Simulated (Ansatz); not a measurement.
Cu, space group Fm-3m, a comparison of functionals at one structure

Computed with Ansatz's Python interface.

Run as a notebook:

```python
import warnings

import ansatz as az
from tabulate import tabulate

SETTINGS = {
    'cutoff_ev': 510,
    'occupations': 'methfessel_paxton',
    'width_ev': 0.05,
}
```

```python
warnings.simplefilter('ignore', az.DeckWarning)
```

```python
cell = (
    az.Lattice.fcc(3.615)
    .space_group(225)
    .atom('Cu', (0.0, 0.0, 0.0))
    .primitive()
)

len(cell.resolved().sites)
```

    1

```python
setup = (
    cell.calculation()
    .basis(SETTINGS['cutoff_ev'])
    .kpoints(14, center='gamma')
    .occupations(SETTINGS['occupations'], width=SETTINGS['width_ev'])
    .forces()
    .stress()
)
```

```python
rows = []
for value in ['blyp', 'r2scan', 'pbe']:
    report = setup.functional(value).run(threads=1).report
    rows.append((value, report['free_energy_ev'] / len(report['lattice']['sites']), report['n_iterations'], sum(report['stress_gpa'][i][i] for i in range(3)) / 3, max(abs(f) for row in report['forces_ev_ang'] for f in row), report['n_kpoints']))
```

```python
print(tabulate(rows, headers=['functional', 'F/atom (eV)', 'iterations', 'P (GPa)', 'max component (eV/A)', 'k-points'], floatfmt='.4f', tablefmt='simple'))
```

    functional      F/atom (eV)    iterations    P (GPa)    max component (eV/A)    k-points
    ------------  -------------  ------------  ---------  ----------------------  ----------
    blyp             -6634.1580             6     9.9192                  0.0000         104
    r2scan           -6631.2325             6    -4.7336                  0.0000         104
    pbe              -6625.1765             4     1.7830                  0.0000         104

From lowest to highest: r2SCAN (-4.7 GPa), PBE (1.8 GPa) and BLYP (9.9 GPa). At a fixed cell a lower pressure usually means a smaller equilibrium volume, so r2SCAN prefers the smallest cell and BLYP the largest.

Caveats:
- BLYP can be off by several per cent in the lattices of metals, and by several GPa in the pressure at a fixed cell.
- The mesh is modest for a metal, so energies can be off by several to tens of meV an atom and pressures by half a GPa or more; differences at equal mesh fare better.
- Forces vanish by symmetry here and test nothing.
- Pressure is positive in compression.
- Total energies of different functionals can't be compared; pressures, moments and gaps at this one structure can.
- Wall time of the script: 4.4 s on 1 thread of Arm Neoverse V2 (shared host), peak memory 0.38 GiB.
